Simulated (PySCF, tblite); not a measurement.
**C₃H₁₂Si₄: geometry, infrared bands and NMR shifts**

Wanted: the infrared bands and NMR shifts of C₃H₁₂Si₄ (`C=C[Si@@H]1[SiH2][SiH2][Si@H]1C`), by calculation.

The runs use tblite 0.8.0 and PySCF 2.14.0, with density-fitted response routines of our own; the level of theory stands in each step. All values are computed, except where a source is named. Atoms are numbered from 0 throughout.

### 1 The starting structure

19 atoms, charge 0, multiplicity 1; geometry from: force field or distance geometry start.

Bonds of the start (Å): C0–C1 1.35, C1–Si2 1.80, Si2–Si3 2.29, Si3–Si4 2.28, Si4–Si5 2.29, Si5–C6 1.83, Si5–Si2 2.30, C0–H7 1.08, C0–H8 1.08, C1–H9 1.10, Si2–H10 1.49, Si3–H11 1.50, Si3–H12 1.48, Si4–H13 1.48, Si4–H14 1.50, Si5–H15 1.50, C6–H16 1.09, C6–H17 1.09, C6–H18 1.09.

### 2 Optimising the geometry with GFN2-xTB

Job settings and geometry (Å):

```
{"job": {"kind": "relax", "xc": "GFN2-xTB", "basis": "xTB"}, "charge": 0, "multiplicity": 1}
C      3.401600    -0.589600     0.302700
C      2.140100    -0.528800     0.776700
Si     0.790900     0.449200     0.100000
Si    -0.451500     1.582400     1.654800
Si    -2.288100     1.025700     0.418000
Si    -1.100500    -0.778100    -0.330000
C     -1.340500    -1.123700    -2.107700
H      4.151500    -1.202200     0.788400
H      3.713100    -0.027600    -0.570800
H      1.893800    -1.122700     1.671100
H      1.178400     1.295900    -1.063400
H     -0.443200     0.896500     2.993000
H     -0.178300     3.037200     1.757400
H     -3.497400     0.677900     1.194300
H     -2.558800     2.010700    -0.680000
H     -1.231000    -1.967700     0.569200
H     -0.613700    -1.855800    -2.468000
H     -1.237900    -0.235000    -2.722800
H     -2.338000    -1.534900    -2.290500
```

Launch:

```
$ OMP_NUM_THREADS=1 python probes_run.py task.json out
```

The driver reads the jobs from task.json and runs them one after another.

**Question.** This job is followed by: GFN2-xTB harmonic vibrations, gas phase; GIAO PBE0/pcSseg-1 NMR shielding, non-relativistic, gas phase. What will the session give for the following? strongest single infrared mode (GFN2-xTB); zero-point energy (GFN2-xTB); ¹³C shifts against TMS (PBE0/pcSseg-1); ¹H shifts against TMS (PBE0/pcSseg-1, means over atoms taken as alike); ²⁹Si shifts against TMS (PBE0/pcSseg-1); surface potential, 1st and 99th percentile.

As calculated:

| quantity | value |
| --- | --- |
| strongest single infrared mode (GFN2-xTB) | 2176 cm⁻¹, 739 km/mol |
| zero-point energy (GFN2-xTB) | 79.6 kcal/mol |
| ¹³C shifts against TMS (PBE0/pcSseg-1) | 140.5, 140.3, -6.1 ppm |
| ¹H shifts against TMS (PBE0/pcSseg-1, means over atoms taken as alike) | 6.49, 6.29, 6.17, 4.90, 4.84, 4.16, 4.14, 4.04, 3.95, 0.41 ppm |
| ²⁹Si shifts against TMS (PBE0/pcSseg-1) | -34.7, -43.1, -96.9, -99.1 ppm |
| surface potential, 1st and 99th percentile | -0.55 V and 1.17 V |

Relaxing lowered the energy by 0.686 eV in 120 steps; the close pair that moved most is Si2–Si5, from 2.295 to 2.379 Å. No mode is imaginary among the 51: a minimum at this level. The strongest single mode, at 2176 cm⁻¹, moves mainly H13. GFN2-xTB is a fitted tight-binding method: band positions and strengths are rough. Its intensities can rank the bands wrongly. The most deshielded carbon is C0 (terminal =CH2 carbon), at 140.5 ppm: as expected for a trigonal carbon in a double bond. H9 (hydrogen on an alkene CH) lies farthest downfield among hydrogen, at 6.49 ppm; attached to an sp2 carbon and in the plane of the double bond. At PBE0/pcSseg-1: The widest tensor belongs to C1: span 250 ppm, with a paramagnetic part of -216 ppm. At PBE0/pcSseg-1, counted by nearest atom on the grid, the HOMO lies on Si2, Si5 about 18 % each; C0 14 %, the LUMO on 4 Si atoms about 12 % each; 6 H atoms about 6 % each.
